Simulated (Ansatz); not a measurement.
# CrCu4NiSn2 (R-3m) in Ansatz: reference runs

Aim: a first look at CrCu4NiSn2 with PBE, on the cell as given and on a disturbed one, and energy against volume gives the equilibrium volume and stiffness.

Everything below comes from runs of Ansatz 0.2.0. Logs are shortened: lines on timing, memory, paths and dates and some standing lists are left out, and cuts for length are marked.

## 1. The structure

Symmetry: R-3m, No. 166, trigonal system. The conventional cell has a = 4.362 Å, b = 4.362 Å, c = 21.250 Å, α = 90.00°, β = 90.00°, γ = 120.00°. Around Sn (site symmetry 3m) lie 8 Cu at 2.62 to 2.69 Å. Around Cu (site symmetry 3m) lie 4 Sn at 2.62 to 2.67 Å and 3 Ni at 2.66 Å and 1 Cr at 2.68 Å. Cu (site symmetry 3m) is surrounded by 1 Ni at 2.63 Å and 4 Sn at 2.66 to 2.69 Å and 3 Cr at 2.68 Å. Around Ni (site symmetry -3m) lie 8 Cu at 2.63 to 2.66 Å. Around Cr (site symmetry -3m) lie 8 Cu at 2.68 Å.

The cell comes from a database or a generator and needn't be the stable form of this composition.

## 2. Single point, PBE, collinear spin, ferromagnetic start

The input, input.yaml:

```yaml
crystal:
  lattice:
    - [2.1811320786, 1.2592771927, 7.0834584532]
    - [-2.1811320786, 1.2592771927, 7.0834584532]
    - [0.0, -2.5185543854, 7.0834584532]
  atoms:
    - { symbol: Sn, position: [0.750442, 0.750442, 0.750442] }
    - { symbol: Sn, position: [0.249558, 0.249558, 0.249558] }
    - { symbol: Cu, position: [0.873918, 0.873918, 0.873918], spin: 0.6 }
    - { symbol: Cu, position: [0.376362, 0.376362, 0.376362], spin: 0.6 }
    - { symbol: Cu, position: [0.126082, 0.126082, 0.126082], spin: 0.6 }
    - { symbol: Cu, position: [0.623638, 0.623638, 0.623638], spin: 0.6 }
    - { symbol: Ni, position: [0.5, 0.5, 0.5], spin: 1.0 }
    - { symbol: Cr, position: [0.0, 0.0, 0.0], spin: 3.0 }
hamiltonian:
  xc: pbe
  pseudopotentials: { kind: paw }
magnetization:
  spin_polarized: true
kpoints:
  mp_grid: { grid: [7, 7, 7] }
scf:
  occupations: { method: fermi_dirac, width: 0.05 }
output:
  forces: true
  stress: true
  eigenvalues: true
  write_density: true
  write_potential: true
  elf: true
  volumetric_format: npy
```

Potentials or basis: Ansatz PAW.

Command:

```bash
$ ansatz run input.yaml --threads 4 --pin off --max-ram 10240MiB --backend cpu --events-out ev --progress --plain --runs-dir out
```

What it wrote:

```text
Warning: RAYON_NUM_THREADS=4 ignored (pool sized by the plan → 4); use --threads N
basis.fft_grid_basis auto: the FFT boxes are laid along the combinations [[1, -1, 0], [0, 1, 0], [0, -1, 1]] of the cell's own vectors, 4.362, 7.518 and 4.362 Å long. The dense box has 30×54×30 points. Along the cell's own vectors, as sized, it would have 54×54×54, 3.24 times as many. Of the 12 symmetry operations that the crystal satisfies within crystal.symmetry.tolerance (time reversal apart; of a slab, those that keep its plane) the dense box along the cell's own vectors carries 12, and the one as laid loses 8 of those. basis.fft_grid_basis: typed keeps the cell's own vectors: state it where this run's energies or levels are differenced outside the engine with another run's, or held beside a run that keeps those vectors. Those combinations have planes normal to reciprocal vector 3, as the cell's own vectors have. Each planar average written beside output.write_density, output.write_potential has a row for each plane of the box: 30. The volumetric files lie along those combinations, not along the cell's own vectors: a cube or XSF file states them, and fields.json those of NumPy files.
Engine: ansatz 0.2.0, aarch64-unknown-linux-gnu
Pseudopotentials: kind: paw
Pseudopotential: Sn, paw, valence charge 14, recommended cutoff 420 eV (normal), Sn.paw.azcp
Pseudopotential: Cu, paw, valence charge 19, recommended cutoff 420 eV (normal), Cu.paw.azcp
Pseudopotential: Ni, paw, valence charge 18, recommended cutoff 420 eV (normal), Ni.paw.azcp
Pseudopotential: Cr, paw, valence charge 14, recommended cutoff 420 eV (normal), Cr.paw.azcp
Functional definition: PBE
  parameter kappa = 0.804
  parameter beta = 0.06672455060314922
  exchange = pbe_x(kappa = kappa, mu = beta*pi^2/3)
  correlation = pbe_c(beta = beta)
Crystal: 8 atoms, lattice volume = 116.735 Å³
Basis set: ecut = 420 eV, 2297 PW (Γ), FFT grids on a1−a2, a2, −a2+a3, exchange–correlation on 60×108×60 points (8 copies of the dense FFT grid, shifted against one another)
Bands: 86, of which v1, the nominal top of the filled ones, is band 68 counted from 1 (67 counted from 0)
Symmetry: 12 space group operations
Space group: R-3m (ITA 166), of the structure as read, at distance tolerance 4.9e-5 Å
Magnetic group: BNS 166.97 (UNI 1327), of the structure as read, at distance tolerance 4.9e-5 Å
k-points: 44 of 343
Non-local potential: Sn, projectors of the file, l = 0: 2, l = 1: 2, l = 2: 2, l = 3: 2
Non-local potential: Cu, projectors of the file, l = 0: 3, l = 1: 2, l = 2: 3, l = 3: 1
Non-local potential: Ni, projectors of the file, l = 0: 3, l = 1: 2, l = 2: 3, l = 3: 1
Non-local potential: Cr, projectors of the file, l = 0: 3, l = 1: 2, l = 2: 3, l = 3: 1
PAW form: soft (Blöchl's): semilocal exchange-correlation on the pseudo side does not see the compensation charge
PAW one-centre angular grid: Sn, 590 points (default); XC on 64 Gauss nodes
PAW one-centre angular grid: Cu, 590 points (default); XC on 64 Gauss nodes
PAW one-centre angular grid: Ni, 590 points (default); XC on 64 Gauss nodes
PAW one-centre angular grid: Cr, 590 points (default); XC on 64 Gauss nodes
Initial density: superposition of atomic densities (chi_scale 0.1, normalization cell)
[... 19 lines left out ...]
SCF iter  14: F=—  HF=-47765.473061 eV  |F-HF|=—  |Δ(HF+E_count)|=   4.32e-7  Δρ=1.21e-5 (↑1.21e-5 ↓8.11e-6)  dr2=8.16e-7  dr2_m=8.44e-9  M=3.657 μB ∫|m|=4.067 μB  β_m=0.60  ethr=2.86e-9  ⟨swp⟩=2.0  Hψ=9711  notcnv=0  defer=841
SCF iter  15: F=—  HF=-47765.473061 eV  |F-HF|=—  |Δ(HF+E_count)|=   8.67e-8  Δρ=1.13e-5 (↑1.13e-5 ↓9.63e-6)  dr2=3.32e-7  dr2_m=1.89e-8  M=3.657 μB ∫|m|=4.067 μB  β_m=0.65  ethr=6.00e-10  ⟨swp⟩=2.0  Hψ=8256  notcnv=0  defer=841
SCF iter  16: F=—  HF=-47765.473061 eV  |F-HF|=—  |Δ(HF+E_count)|=   5.18e-8  Δρ=2.43e-6 (↑2.43e-6 ↓2.41e-6)  dr2=2.92e-8  dr2_m=1.32e-9  M=3.657 μB ∫|m|=4.067 μB  β_m=0.81  ethr=2.44e-10  ⟨swp⟩=2.0  Hψ=8328  notcnv=0  defer=841
SCF iter  17: F=—  HF=-47765.473061 eV  |F-HF|=—  |Δ(HF+E_count)|=   1.58e-8  Δρ=5.68e-6 (↑4.87e-6 ↓5.68e-6)  dr2=1.12e-7  dr2_m=3.69e-10  M=3.657 μB ∫|m|=4.067 μB  β_m=0.81  ethr=2.15e-11  ⟨swp⟩=2.0  Hψ=11346  notcnv=0  defer=841
SCF iter  18: F=-47765.473061 eV  HF=-47765.473061 eV  |F-HF|=2.57e-8  |Δ(HF+E_count)|=   7.16e-9  Δρ=2.70e-6 (↑2.70e-6 ↓2.46e-6)  dr2=2.16e-8  dr2_m=5.46e-10  M=3.657 μB ∫|m|=4.067 μB  ethr=2.15e-11  ⟨swp⟩=12.0  Hψ=54370  notcnv=0
SCF 1 converged in 18 iterations: F = -47765.473061 eV  dr2 = 2.16e-8
SCF converged after 18 iterations
Magnetization: 3.6572 μB (69.8286 up, 66.1714 down)
Absolute magnetization: 4.0995 μB (∫|ρ↑−ρ↓|, with the PAW one-centre terms)
Spin contamination: 0.3805 ħ² per cell (⟨S²⟩ above its minimum at these occupations)
Per-site moments (μB) at R_I (Å): [(-0.02912865514507908, 1.0823634310095611), (-0.02912865514507907, 1.0823634310095627), (0.008957964212872671, 1.0823634310095611), (0.04353302858844932, 1.0837834873429684), (0.008957964212872883, 1.0823634310095627), (0.04353302858844955, 1.083783487342967), (0.05940027217137005, 1.083783487342967), (3.2755712526258955, 1.1052070532617484)]
Free energy (F): -47765.473061 eV
Harris-Foulkes:  -47765.473061 eV  (|F-HF|=2.57e-8)
Internal energy: -47765.443837 eV  (E = F + TS)
E sigma→0 (E₀):  -47765.458449 eV
Entropy (-TS):   -0.029225 eV (-3.653 meV/atom)
Fermi energy:    15.963928 eV
--- Per-component energies (eV) ---
  E_band       = -2066.490430
  E_kinetic    = 2204.596795
  E_local      = -24246.669299  (includes V_loc(G=0)·N_el)
  E_nonlocal   = 2233.605859
  E_hartree    = 11005.462232
  E_xc         = -1343.601058
  E_vxc        = -937.211445  (∫ρ·V_xc dr)
  E_paw        = -17777.630414  (= ΣΔE_a)
  E_vpaw       = -3331.742400  (= ΣTr[D̂ρ^β])
  E_aug_tail   = 0.001925  (compensation charges beyond the density's cutoff)
  E_ewald      = -19841.209878
  E_smearing   = -0.029225  (= −TS)
  E_closure    = 0.000000  (closes the sum)
  Σ components = -47765.473061   (vs F -47765.473061, Δ=0.00e0)
--- Forces (eV/Å), atoms counted from 1 ---
  atom   1  Sn     0.00000000     0.00000000    -0.02739441
  atom   2  Sn     0.00000000    -0.00000000     0.02739441
  atom   3  Cu     0.00000000     0.00000000    -0.08913514
  atom   4  Cu     0.00000000    -0.00000000     0.14786121
  atom   5  Cu     0.00000000    -0.00000000     0.08913514
  atom   6  Cu    -0.00000000     0.00000000    -0.14786121
  atom   7  Ni     0.00000000     0.00000000     0.00000000
  atom   8  Cr     0.00000000     0.00000000     0.00000000
  max |Σ_I F_I| component: 5.55e-17 eV/Å
--- Stress (GPa, compression-positive) ---
        0.615576       0.000000       0.000000
        0.000000       0.615576      -0.000000
        0.000000      -0.000000       0.769744
  P = ⅓ Tr σ = 0.6670 GPa (6.670 kbar)
--- Band table (eV; the first three rows and the last of 88) ---
  k-point 0 ↑: bands = ["-97.2385", "-97.2382", "-97.1191", "-97.1187", "-86.5551", "-56.5991", "-54.6273", "-54.6273", "-54.6254", "-54.6254", "-54.5860", "-54.5841", "-54.5549", "-54.5525", "-54.4680", "-54.4680", "-54.4654", "-54.4654", "-46.9825", "-46.9825", "-46.9813", "-28.0297", "-27.9684", "-27.9684", "-5.6845", "-5.6844", "-5.6794", "-5.6794", "-5.6711", "-5.6711", "-5.6418", "-5.6418", "-5.6368", "-5.6368", "4.8068", "6.9127", "8.9824", "11.4694", "11.4719", "11.4719", "11.5512", "11.5512", "11.8880", "11.8880", "12.2211", "12.3307", "12.3307", "12.3927", "12.3927", "12.6512", "12.6512", "12.7089", "12.7530", "12.8067", "12.8067", "13.2493", "13.2493", "14.0995", "14.0995", "14.1117", "14.2743", "14.2743", "14.9973", "14.9973", "15.0195", "15.0195", "15.0308", "17.3157", "18.1060", "18.1215", "18.1215", "18.2342", "18.2342", "18.2676", "18.5388", "18.5388", "19.9567", "20.1834", "20.2564", "20.2564", "20.7850", "21.6088", "21.6436", "21.6436", "25.7903", "26.1496"]
  k-point 1 ↑: bands = ["-97.2384", "-97.2382", "-97.1191", "-97.1187", "-86.5551", "-56.5991", "-54.6274", "-54.6273", "-54.6255", "-54.6254", "-54.5860", "-54.5842", "-54.5548", "-54.5526", "-54.4681", "-54.4679", "-54.4655", "-54.4654", "-46.9825", "-46.9825", "-46.9813", "-28.0296", "-27.9687", "-27.9685", "-5.6833", "-5.6830", "-5.6795", "-5.6773", "-5.6720", "-5.6694", "-5.6418", "-5.6405", "-5.6385", "-5.6365", "5.0264", "7.0203", "9.2286", "11.2256", "11.3246", "11.5012", "11.5097", "11.6219", "11.9290", "11.9403", "12.0447", "12.3029", "12.3391", "12.4357", "12.5090", "12.6330", "12.6483", "12.7146", "12.7717", "12.7917", "12.8075", "13.0630", "13.2094", "13.7848", "14.0248", "14.0365", "14.2175", "14.2554", "14.8980", "14.9444", "14.9549", "14.9977", "15.0207", "16.1918", "16.7904", "16.9286", "17.7216", "17.7478", "17.8250", "19.2030", "19.6446", "19.9027", "20.0989", "20.1802", "20.4745", "21.1005", "21.4243", "22.2613", "22.4369", "22.8347", "24.1446", "24.5320"]
  k-point 2 ↑: bands = ["-97.2384", "-97.2382", "-97.1190", "-97.1188", "-86.5551", "-56.5992", "-54.6275", "-54.6271", "-54.6256", "-54.6253", "-54.5857", "-54.5844", "-54.5545", "-54.5529", "-54.4682", "-54.4677", "-54.4657", "-54.4652", "-46.9826", "-46.9825", "-46.9813", "-28.0295", "-27.9693", "-27.9686", "-5.6834", "-5.6815", "-5.6768", "-5.6731", "-5.6726", "-5.6663", "-5.6421", "-5.6416", "-5.6375", "-5.6354", "5.6606", "7.2939", "9.8845", "10.4868", "10.6992", "11.5371", "11.6331", "11.7830", "11.8155", "12.0290", "12.0585", "12.2648", "12.3890", "12.4902", "12.5183", "12.5198", "12.5790", "12.6577", "12.7291", "12.7361", "12.8315", "12.8727", "13.0687", "13.2205", "13.5870", "13.9191", "14.1990", "14.3076", "14.6877", "14.7496", "14.9053", "14.9800", "15.1061", "15.2941", "15.9440", "16.0143", "16.7966", "16.8583", "17.6619", "18.4608", "19.6994", "20.3784", "21.0029", "21.8192", "22.2050", "22.2926", "22.5929", "23.0158", "23.2404", "23.5274", "24.1582", "25.2384"]
  k-point 43 ↓: bands = ["-97.1645", "-97.1642", "-97.1012", "-97.1009", "-86.5018", "-54.5535", "-54.5534", "-54.5517", "-54.5515", "-54.5218", "-54.5201", "-54.5175", "-54.5157", "-54.4612", "-54.4611", "-54.4586", "-54.4585", "-53.2179", "-46.9332", "-46.9332", "-46.9214", "-24.6820", "-24.6387", "-24.6384", "-5.6974", "-5.6951", "-5.6873", "-5.6871", "-5.6867", "-5.6852", "-5.6499", "-5.6479", "-5.6463", "-5.6453", "5.6945", "5.8407", "10.7014", "10.8473", "11.5671", "11.6070", "11.6222", "11.7074", "12.0779", "12.0881", "12.1345", "12.2103", "12.5957", "12.6554", "12.6895", "12.7267", "12.7468", "12.7581", "12.8025", "12.8840", "12.8929", "13.1258", "13.4139", "13.5950", "13.9488", "14.2458", "14.8224", "14.8420", "14.9045", "15.4944", "15.8818", "16.1948", "16.6657", "16.9873", "17.7641", "17.9782", "18.1596", "18.3838", "19.0482", "19.0532", "20.0320", "20.2495", "20.4864", "20.6018", "21.1631", "21.4534", "21.9808", "22.4553", "22.9648", "23.4117", "24.5852", "25.4604"]
```

It took 30 s on 4 threads of Arm Neoverse V2, shared host; peak memory 1 GiB.

Results:

```
Free energy            : -47765.4731 eV
Pressure               : 0.7 GPa
Largest force          : 0.148 eV/Å
Band gap on the k mesh : none (metal or under the smearing width)
Net moment             : 3.66 μB per cell
Absolute moment        : 4.10 μB per cell
Site moments           : Sn -0.03; Cu +0.01, +0.04; Ni +0.06; Cr +3.28 μB
```

Forces in eV/Å, atoms in the order of the input:
```
Sn   0.000  0.000 -0.027
Sn   0.000  0.000  0.027
Cu   0.000  0.000 -0.089
Cu   0.000  0.000  0.148
Cu   0.000  0.000  0.089
Cu   0.000  0.000 -0.148
Ni   0.000  0.000  0.000
Cr   0.000  0.000  0.000
```

## 3. Single point, PBE, collinear spin, ferromagnetic start (atoms moved at random, drawn with an rms of 0.05 Å)

The input, input.yaml:

```yaml
crystal:
  lattice:
    - [2.1811320786, 1.2592771927, 7.0834584532]
    - [-2.1811320786, 1.2592771927, 7.0834584532]
    - [0.0, -2.5185543854, 7.0834584532]
  atoms:
    - { symbol: Sn, position: [0.735545, 0.770394, 0.745791] }
    - { symbol: Sn, position: [0.254491, 0.242013, 0.25435] }
    - { symbol: Cu, position: [0.885107, 0.864568, 0.867543], spin: 0.6 }
    - { symbol: Cu, position: [0.371626, 0.378214, 0.379535], spin: 0.6 }
    - { symbol: Cu, position: [0.116301, 0.145299, 0.109947], spin: 0.6 }
    - { symbol: Cu, position: [0.631016, 0.60735, 0.625156], spin: 0.6 }
    - { symbol: Ni, position: [0.510171, 0.474837, 0.517863], spin: 1.0 }
    - { symbol: Cr, position: [0.007626, -0.004897, 0.003782], spin: 3.0 }
hamiltonian:
  xc: pbe
  pseudopotentials: { kind: paw }
magnetization:
  spin_polarized: true
kpoints:
  mp_grid: { grid: [7, 7, 7] }
scf:
  occupations: { method: fermi_dirac, width: 0.05 }
output:
  forces: true
  stress: true
  eigenvalues: true
```

Potentials or basis: Ansatz PAW.

Command:

```bash
$ ansatz run input.yaml --threads 4 --pin off --max-ram 10240MiB --backend cpu --events-out ev --progress --plain --runs-dir out
```

What it wrote:

```text
Warning: RAYON_NUM_THREADS=4 ignored (pool sized by the plan → 4); use --threads N
basis.fft_grid_basis auto: the FFT boxes are laid along the combinations [[1, 0, -1], [0, 1, -1], [0, 0, 1]] of the cell's own vectors, 4.362, 4.362 and 7.518 Å long. The dense box has 30×30×54 points. Along the cell's own vectors, as sized, it would have 54×54×54, 3.24 times as many. basis.fft_grid_basis: typed keeps the cell's own vectors: state it where this run's energies or levels are differenced outside the engine with another run's, or held beside a run that keeps those vectors.
[... 99 lines left out ...]
  k-point 2 ↑: bands = ["-97.2595", "-97.2274", "-97.1463", "-97.0918", "-86.5635", "-56.6042", "-54.6642", "-54.6327", "-54.6192", "-54.6161", "-54.6042", "-54.5760", "-54.5704", "-54.5295", "-54.5024", "-54.4908", "-54.4438", "-54.4339", "-47.0041", "-46.9889", "-46.9796", "-28.0347", "-27.9765", "-27.9718", "-5.6894", "-5.6792", "-5.6774", "-5.6739", "-5.6706", "-5.6631", "-5.6469", "-5.6421", "-5.6369", "-5.6312", "5.6570", "7.2780", "9.9093", "10.4797", "10.6896", "11.5419", "11.6085", "11.7664", "11.8182", "12.0147", "12.0552", "12.2493", "12.3750", "12.4779", "12.5114", "12.5256", "12.5842", "12.6527", "12.7080", "12.7411", "12.8341", "12.8719", "13.0730", "13.2165", "13.5913", "13.9046", "14.1867", "14.3150", "14.6636", "14.7459", "14.9034", "14.9783", "15.1014", "15.2847", "15.9292", "16.0197", "16.7959", "16.8661", "17.6487", "18.4425", "19.6885", "20.4120", "21.0227", "21.8280", "22.1835", "22.3061", "22.6208", "22.9953", "23.2662", "23.5445", "24.1651", "25.2386"]
  k-point 171 ↓: bands = ["-97.1825", "-97.1606", "-97.1183", "-97.0813", "-86.5124", "-54.5840", "-54.5574", "-54.5557", "-54.5513", "-54.5392", "-54.5242", "-54.5071", "-54.5033", "-54.4883", "-54.4763", "-54.4425", "-54.4318", "-53.2269", "-46.9516", "-46.9412", "-46.9279", "-24.6966", "-24.6497", "-24.6425", "-5.7047", "-5.6913", "-5.6891", "-5.6851", "-5.6772", "-5.6748", "-5.6570", "-5.6480", "-5.6447", "-5.6374", "6.7534", "7.1716", "9.5581", "10.0559", "11.1056", "11.5665", "11.8303", "11.9444", "11.9974", "12.1023", "12.1747", "12.2969", "12.3348", "12.4879", "12.5274", "12.6083", "12.6274", "12.6311", "12.7179", "12.7458", "12.8393", "12.9040", "13.0359", "13.1902", "13.9063", "14.0048", "14.0697", "14.4551", "14.6815", "15.0473", "15.1728", "15.4310", "15.8160", "16.1101", "17.5409", "17.6534", "17.7109", "18.0363", "18.1655", "18.6063", "20.0242", "21.1954", "21.6651", "22.6206", "22.9309", "23.0550", "24.0089", "24.6622", "24.8365", "25.5644", "26.2202", "27.0313"]
```

It took 3 min on 4 threads of Arm Neoverse V2, shared host; peak memory 2.3 GiB.

Results:

```yaml
Free_energy: -47765.4114 eV
Pressure: 1.1 GPa
Largest_force: 0.508 eV/Å
Band_gap_on_the_k_mesh: none (metal or under the smearing width)
Net_moment: 3.65 μB per cell
Absolute_moment: 4.09 μB per cell
Site_moments: Sn -0.03; Cu +0.00, +0.05, +0.02, +0.04; Ni +0.06; Cr +3.22 μB
```

Forces on the atoms (eV/Å):
```
Sn   0.340 -0.023 -0.241
Sn   0.146  0.107 -0.206
Cu   0.062 -0.205  0.191
Cu  -0.169  0.135  0.206
Cu  -0.004 -0.208  0.464
Cu  -0.124  0.019  0.116
Ni  -0.130  0.209 -0.090
Cr  -0.122 -0.034 -0.439
```

## 4. Single point, PBE, collinear spin, ferromagnetic start, 13.72 Å³/atom (volume scaled by 0.94)

The input, input.yaml:

```yaml
crystal:
  lattice:
    - [2.1366066855, 1.233570445, 6.9388575024]
    - [-2.1366066855, 1.233570445, 6.9388575024]
    - [0.0, -2.46714089, 6.9388575024]
  atoms:
    - { symbol: Sn, position: [0.750442, 0.750442, 0.750442] }
    - { symbol: Sn, position: [0.249558, 0.249558, 0.249558] }
    - { symbol: Cu, position: [0.873918, 0.873918, 0.873918], spin: 0.6 }
    - { symbol: Cu, position: [0.376362, 0.376362, 0.376362], spin: 0.6 }
    - { symbol: Cu, position: [0.126082, 0.126082, 0.126082], spin: 0.6 }
    - { symbol: Cu, position: [0.623638, 0.623638, 0.623638], spin: 0.6 }
    - { symbol: Ni, position: [0.5, 0.5, 0.5], spin: 1.0 }
    - { symbol: Cr, position: [0.0, 0.0, 0.0], spin: 3.0 }
hamiltonian:
  xc: pbe
  pseudopotentials: { kind: paw }
magnetization:
  spin_polarized: true
kpoints:
  mp_grid: { grid: [7, 7, 7] }
scf:
  occupations: { method: fermi_dirac, width: 0.05 }
output:
  forces: true
  stress: true
  eigenvalues: true
```

Command:

```bash
$ ansatz run input.yaml --threads 4 --pin off --max-ram 10240MiB --backend cpu --events-out ev --progress --plain --runs-dir out
```

Wall time 22 s (4 threads of Arm Neoverse V2, shared host); peak memory 0.98 GiB.

The run converged. Its results:

- Free energy: -47765.2724 eV
- Pressure: 9.0 GPa
- Largest force: 0.152 eV/Å
- Band gap on the k mesh: none (metal or under the smearing width)
- Net moment: 3.48 μB per cell
- Absolute moment: 3.93 μB per cell
- Site moments: Sn -0.03; Cu +0.01, +0.05; Ni +0.04; Cr +3.11 μB

## 5. Single point, PBE, collinear spin, ferromagnetic start, 14.01 Å³/atom (volume scaled by 0.96)

input.yaml, as its differences from that of step 4:

```diff
@@ -2,5 +2,5 @@
   lattice:
-    - [2.1366066855, 1.233570445, 6.9388575024]
-    - [-2.1366066855, 1.233570445, 6.9388575024]
-    - [0.0, -2.46714089, 6.9388575024]
+    - [2.1516537072, 1.242257847, 6.9877243061]
+    - [-2.1516537072, 1.242257847, 6.9877243061]
+    - [0.0, -2.4845156941, 6.9877243061]
   atoms:
@@ -27 +27,5 @@
   eigenvalues: true
+  write_density: true
+  write_potential: true
+  elf: true
+  volumetric_format: npy
```

Command:

```bash
$ ansatz run input.yaml --threads 4 --pin off --max-ram 10240MiB --backend cpu --events-out ev --progress --plain --runs-dir out
```

Run time: 28 s. Hardware: 4 threads of Arm Neoverse V2, shared host; peak memory 1 GiB.

Results (log left out):

- Free energy: -47765.3806 eV
- Pressure: 5.9 GPa
- Largest force: 0.150 eV/Å
- Band gap on the k mesh: none (metal or under the smearing width)
- Net moment: 3.55 μB per cell
- Absolute moment: 3.99 μB per cell
- Site moments: Sn -0.03; Cu +0.01, +0.05; Ni +0.05; Cr +3.17 μB

(Part 1 of 2 ends here.)
